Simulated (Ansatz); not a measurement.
# Sb5Se: the cost of one run

Computed with Ansatz 0.2.0 (DFT PBE, scalar-relativistic, plane waves, PAW, unless a step's input says otherwise).

## 1. The system as given

The structure is hexagonal, space group P-62m (No. 189). Conventional cell: a = 5.777 Å, b = 5.777 Å, c = 5.498 Å, α = 90.00°, β = 90.00°, γ = 120.00°. Around Sb (site symmetry -6) lie 9 Sb at 3.34 to 3.36 Å and 3 Se at 3.34 Å. Sb (site symmetry m2m) is surrounded by 10 Sb at 3.29 to 3.36 Å and 2 Se at 3.34 Å. Se (site symmetry -62m) has 12 Sb at 3.34 Å as nearest neighbours.

As a file:

```xyz
6
Lattice="5.7772 0.0000 0.0000 -2.8886 5.0032 0.0000 0.0000 0.0000 5.4982" Properties=species:S:1:pos:R:3 pbc="T T T"
Sb    0.0000    3.3354    2.7491
Sb   -1.9376    3.3561    0.0000
Sb    3.8753    0.0000    0.0000
Sb    0.9509    1.6471    0.0000
Sb    2.8886    1.6677    2.7491
Se    0.0000    0.0000    2.7491
```

Recipe of the guess: species swapped into a database cell of MgAu5 (P-62m, No. 189), with Se on the Mg sites and Sb on the Au sites. The dimensions are guesses.

## 2. A first look at the guess

Input file input.yaml:

```yaml
crystal:
  lattice:
    - [5.77715189, 0.0, 0.0]
    - [-2.88857595, 5.0031603, 0.0]
    - [0.0, 0.0, 5.4982405]
  atoms:
    - { symbol: Sb, position: [0.33333333, 0.66666667, 0.5] }
    - { symbol: Sb, position: [0.0, 0.67079443, 0.0] }
    - { symbol: Sb, position: [0.67079443, 0.0, 0.0] }
    - { symbol: Sb, position: [0.32920557, 0.32920557, 0.0] }
    - { symbol: Sb, position: [0.66666667, 0.33333333, 0.5] }
    - { symbol: Se, position: [0.0, 0.0, 0.5] }
basis:
  ecutwfc: 420
kpoints:
  mp_grid: { grid: [3, 3, 4] }
hamiltonian:
  xc: pbe
scf:
  occupations: { method: gaussian, width: 0.1 }
  lower_state_search: "off"
output:
  forces: true
  stress: true
  eigenvalues: true
```

The run is started by

```console
ansatz run input.yaml --threads 1 --pin off --max-ram 2560MiB --backend cpu --events-out ev --progress --plain --runs-dir out
```

**Question.** How long does this run take on 1 thread of Intel Xeon Platinum 8488C (Sapphire Rapids), shared host, and how much memory does it need?

About 5 s, with a peak of 0.45 GiB.
